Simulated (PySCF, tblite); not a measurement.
# C5H11O2PSi: geometry, infrared bands and NMR shifts

Wanted: the infrared bands and NMR shifts of C5H11O2PSi (`C=C(OC)[Si@]1(P)CCO1`), by calculation.

Computed with tblite 0.8.0 and PySCF 2.14.0, with density-fitted response routines of our own, on a single molecule in the gas phase. Atoms are numbered from 0 throughout.

## (1) The starting structure

20 atoms, charge 0, multiplicity 1; geometry from: force field or distance geometry start.

Bonds of the start (Å): C0–C1 1.35, C1–O2 1.37, O2–C3 1.43, C1–Si4 1.85, Si4–P5 2.19, Si4–C6 1.84, C6–C7 1.56, C7–O8 1.45, O8–Si4 1.66, C0–H9 1.10, C0–H10 1.08, C3–H11 1.10, C3–H12 1.09, C3–H13 1.10, P5–H14 1.41, P5–H15 1.42, C6–H16 1.09, C6–H17 1.10, C7–H18 1.09, C7–H19 1.10.

## (2) Geometry optimisation with GFN2-xTB

Job settings and geometry (Å):

```
{"job": {"kind": "relax", "xc": "GFN2-xTB", "basis": "xTB"}, "charge": 0, "multiplicity": 1}
C     -0.917400     1.112800     1.249900
C     -0.726400     0.342300     0.160500
O     -1.661800    -0.484600    -0.410800
C     -2.978500    -0.501100     0.142000
Si     0.930800     0.289300    -0.668200
P      0.995400     1.528300    -2.471900
C      1.798100    -1.328200    -0.766600
C      2.579700    -0.789600     0.470200
O      2.229700     0.607900     0.319500
H     -1.878900     1.169500     1.775900
H     -0.136600     1.735100     1.663000
H     -3.588200    -1.203700    -0.439300
H     -3.452100     0.480600     0.109700
H     -2.946900    -0.880200     1.177500
H     -0.211800     1.087400    -3.045700
H      0.432400     2.697500    -1.895000
H      2.423500    -1.488400    -1.642000
H      1.203600    -2.234100    -0.570400
H      3.658900    -0.941200     0.420700
H      2.241300    -1.188900     1.441600
```

On the command line:

```console
$ OMP_NUM_THREADS=1 python probes_run.py task.json out
```

The driver reads the jobs from task.json and runs them one after another.

**Question.** This job is followed by: GFN2-xTB harmonic vibrations, gas phase; GIAO PBE0/pcSseg-1 NMR shielding, non-relativistic, gas phase. Predict these results of the whole session: strongest single infrared mode (GFN2-xTB); zero-point energy (GFN2-xTB); ¹³C shifts against TMS (PBE0/pcSseg-1); ¹H shifts against TMS (PBE0/pcSseg-1, means over atoms taken as alike); ¹⁷O shifts against H2O (PBE0/pcSseg-1); ²⁹Si shifts against TMS (PBE0/pcSseg-1); ³¹P shifts against H3PO4 (PBE0/pcSseg-1); surface potential, 1st and 99th percentile.

The runs gave:

| quantity | value |
| --- | --- |
| strongest single infrared mode (GFN2-xTB) | 870 cm⁻¹, 175 km/mol |
| zero-point energy (GFN2-xTB) | 94.3 kcal/mol |
| ¹³C shifts against TMS (PBE0/pcSseg-1) | 175.2, 98.4, 70.5, 55.4, 25.3 ppm |
| ¹H shifts against TMS (PBE0/pcSseg-1, means over atoms taken as alike) | 4.95, 4.95, 4.91, 4.79, 3.65, 2.14, 2.13, 1.32 ppm |
| ¹⁷O shifts against H2O (PBE0/pcSseg-1) | 131.8, 80.5 ppm |
| ²⁹Si shifts against TMS (PBE0/pcSseg-1) | 49.8 ppm |
| ³¹P shifts against H3PO4 (PBE0/pcSseg-1) | -289.6 ppm |
| surface potential, 1st and 99th percentile | -1.71 V and 1.01 V |

**Reading.** Over 220 steps the energy fell by 0.422 eV; of the close pairs, Si4–C6 changed most, 1.838 to 1.915 Å. No mode is imaginary among the 54: a minimum at this level. The strongest single mode, at 870 cm⁻¹, is carried by O8, Si4, C6. GFN2-xTB is a fitted tight-binding method: band positions and strengths are rough. Its intensities can rank the bands wrongly. C1 (alkene carbon bearing oxygen) lies farthest downfield among carbon, at 175.2 ppm; an sp2 carbon further deshielded by the attached heteroatom. At PBE0/pcSseg-1: Shielding is most anisotropic at O2 (span 224 ppm, paramagnetic term -198 ppm). At PBE0/pcSseg-1, counted by nearest atom on the grid, the HOMO lies on C0 33 %; O2 23 %, the LUMO on Si4 24 %; C0, C1 about 17 % each.
